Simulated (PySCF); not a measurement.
# F6Ge ([GeF6]2-): the cost of one run

Method: levels as typed in each script, gas phase, geometry from GFN2-xTB; program: PySCF 2.14.0.

### Step 1. The starting structure

7 atoms, charge -2, spin multiplicity 1.

Bond lengths: Ge1–F2 1.824 Å, Ge1–F3 1.825 Å, Ge1–F4 1.824 Å, Ge1–F5 1.825 Å, Ge1–F6 1.825 Å, Ge1–F7 1.824 Å. Angles: F2–Ge1–F3 180.0°, F2–Ge1–F4 90.0°, F2–Ge1–F5 90.0°, F2–Ge1–F6 90.1°, F2–Ge1–F7 90.0°, F3–Ge1–F4 90.0°, F3–Ge1–F5 89.9°, F3–Ge1–F6 89.9°, F3–Ge1–F7 90.0°, F4–Ge1–F5 180.0°, F4–Ge1–F6 90.0°, F4–Ge1–F7 90.1°, F5–Ge1–F6 90.0°, F5–Ge1–F7 90.0°, F6–Ge1–F7 179.9°.

Geometry (Å):

```
Ge    0.0006    0.0001   -0.0001
F     1.2907    0.3610   -1.2380
F    -1.2904   -0.3611    1.2380
F     1.2905   -0.3613    1.2381
F    -1.2902    0.3612   -1.2380
F    -0.0016   -1.7516   -0.5105
F    -0.0014    1.7514    0.5106
```

### Step 2. Excited states (PBE0/def2-svpd)

Input file input.py:

```python
import numpy as np
from pyscf import gto, scf, dft, tdscf
from pyscf.scf import atom_ks, atom_hf
from scipy.linalg import block_diag

def solve(mol, dm0=None, hcore=None):
    mf = (dft.UKS if mol.spin else dft.RKS)(mol, xc='pbe0')
    mf.grids.level = 3
    mf = mf.density_fit(auxbasis='def2-universal-jkfit')
    mf.conv_tol, mf.max_cycle = 1e-8, 80
    if hcore is not None:
        mf.get_hcore = lambda *args: hcore
    mf.kernel(dm0)
    if not mf.converged:
        mf = mf.newton().run(mf.mo_coeff, mf.mo_occ, max_cycle=30)
    assert mf.converged, 'SCF not converged'
    return mf

mol = gto.M(atom='''
Ge     0.00065     0.00009    -0.00007
F      1.29068     0.36097    -1.23796
F     -1.29036    -0.36107     1.23804
F      1.29054    -0.36130     1.23812
F     -1.29022     0.36119    -1.23803
F     -0.00162    -1.75156    -0.51049
F     -0.00135     1.75145     0.51057
''', basis='def2-svpd', charge=-2, spin=0, verbose=4)
mf = solve(mol)
td = mf.TDA()
td.nstates, td.singlet, td.conv_tol = 5, True, 1e-5
td.kernel()
td.analyze()
x, y = np.array([p[0] for p in td.xy]), np.array([p[1] + 0 * p[0] for p in td.xy])
f, mu = td.oscillator_strength(), td.transition_dipole()
nto = [td.get_nto(state=i + 1, verbose=4) for i in range(len(td.e))]
# spherically averaged free atoms, for the promolecule
atm = atom_ks.get_atm_nrks(mol, xc='pbe0')
pro = block_diag(*[(atm[a[0]][2] * atm[a[0]][3]) @ atm[a[0]][2].T for a in mol._atom])
np.savez('result.npz', e=td.e, f=f, ok=td.converged, w=[n[0] for n in nto], nto=[n[1] for n in nto], x=x, y=y, c=mf.mo_coeff, occ=mf.mo_occ, eps=mf.mo_energy, pro=pro, mu=mu)
```

Command:

```
OMP_NUM_THREADS=1 python input.py
```

Q: Estimate wall time and peak memory on 1 thread of Arm Neoverse V1, shared host.

About 7.6 min, with a peak of 0.87 GiB.
